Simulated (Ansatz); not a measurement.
**Si3H8S2: up Jacob's ladder to CCSD(T)**

One table from this session's results is given with a row withheld; the runs are named, their logs left out.

Computed with Ansatz 0.2.0, Gaussian basis. Level: functionals in def2-TZVPP, the program's frozen cores in correlated methods.

Levels to be run: PBE-D4, r2SCAN-D4, PBE0-D4, B3LYP-D4, ωB97X-V, ωB97M-V, B2PLYP; CCSD(T)/def2-TZVPP; MP2/def2-QZVPP; extrapolation to the limit.

## Structure used throughout

An earlier PBE0-D4 in a triple-zeta def2 set relaxation fixed the geometry.

SMILES `[SiH3]S[SiH2]S[SiH3]`, 13 atoms, charge 0, spin multiplicity 1.

Atoms are counted from 1 here; the program's logs count them from 0.

Bond lengths: Si1–S2 2.145 Å, Si1–H6 1.483 Å, Si1–H7 1.482 Å, Si1–H8 1.484 Å, S2–Si3 2.131 Å, Si3–S4 2.131 Å, Si3–H9 1.482 Å, Si3–H10 1.482 Å, S4–Si5 2.145 Å, Si5–H11 1.483 Å, Si5–H12 1.482 Å, Si5–H13 1.484 Å. Angles: S2–Si1–H6 105.8°, S2–Si1–H7 111.2°, S2–Si1–H8 110.0°, H6–Si1–H7 109.7°, H6–Si1–H8 110.3°, H7–Si1–H8 109.8°, Si1–S2–Si3 97.7°, S2–Si3–S4 112.8°, S2–Si3–H9 105.1°, S2–Si3–H10 111.5°, S4–Si3–H9 111.5°, S4–Si3–H10 105.1°, H9–Si3–H10 111.2°, Si3–S4–Si5 97.6°, S4–Si5–H11 105.8°, S4–Si5–H12 111.2°, S4–Si5–H13 110.0°, H11–Si5–H12 109.7° and more.

Set-up of the first run:

Input file in.yaml:

```yaml
crystal:
  periodic: [false, false, false]
  atoms:
    - {symbol: Si, position_ang: [-2.017264, -0.091706, 1.013166]}
    - {symbol: S, position_ang: [-1.114086, 1.450705, -0.172815]}
    - {symbol: Si, position_ang: [-0.216063, 0.192355, -1.639581]}
    - {symbol: S, position_ang: [0.992868, -1.339222, -0.782872]}
    - {symbol: Si, position_ang: [2.211257, -0.080831, 0.455612]}
    - {symbol: H, position_ang: [-3.115550, 0.566666, 1.761354]}
    - {symbol: H, position_ang: [-1.043408, -0.675242, 1.965841]}
    - {symbol: H, position_ang: [-2.559803, -1.156245, 0.132733]}
    - {symbol: H, position_ang: [0.585234, 1.103668, -2.490220]}
    - {symbol: H, position_ang: [-1.238216, -0.524542, -2.437994]}
    - {symbol: H, position_ang: [3.450328, -0.852141, 0.718786]}
    - {symbol: H, position_ang: [1.533346, 0.227649, 1.736944]}
    - {symbol: H, position_ang: [2.531368, 1.178898, -0.260955]}
basis:
  gaussian: {orbitals: def2-TZVPP}
hamiltonian: {xc: pbe, dispersion: d4}
output: {forces: true, orbitals: {seedname: orbitals}}
```

Command:

```bash
ansatz run in.yaml --threads 2 --pin off --events-out ev --progress --plain --max-ram 22528MiB --backend cuda --devices 0, --max-vram 18GiB
```

Steps of the session up to this table: PBE-D4 (GGA); r2SCAN-D4 (meta-GGA); PBE0-D4 (hybrid); B3LYP-D4 (hybrid); ωB97X-V (range-separated); ωB97M-V (range-separated); B2PLYP (double hybrid); CCSD(T) in def2-TZVPP; MP2 in def2-QZVPP.

One of the session's tables, all rows but one given; the rest of the session is left out.

It belongs to the step «Atomisation energies». 

```
            method  atomisation energy (kcal/mol)
            PBE-D4                          934.5
         r2SCAN-D4                          944.6
           PBE0-D4                              ?
          B3LYP-D4                          938.5
           ωB97X-V                          953.8
           ωB97M-V                          947.7
            B2PLYP                          922.6
     HF/def2-TZVPP                          706.9
    MP2/def2-TZVPP                          916.3
   CCSD/def2-TZVPP                          904.1
CCSD(T)/def2-TZVPP                          916.0
           MP2/CBS                          945.7
       CCSD(T)/CBS                          945.3
```

Q: Estimate the row for PBE0-D4 from the others.

The run gave: atomisation energy (kcal/mol): 933.3. In the column «atomisation energy (kcal/mol)» it lies between B2PLYP (922.6) and PBE-D4 (934.5).
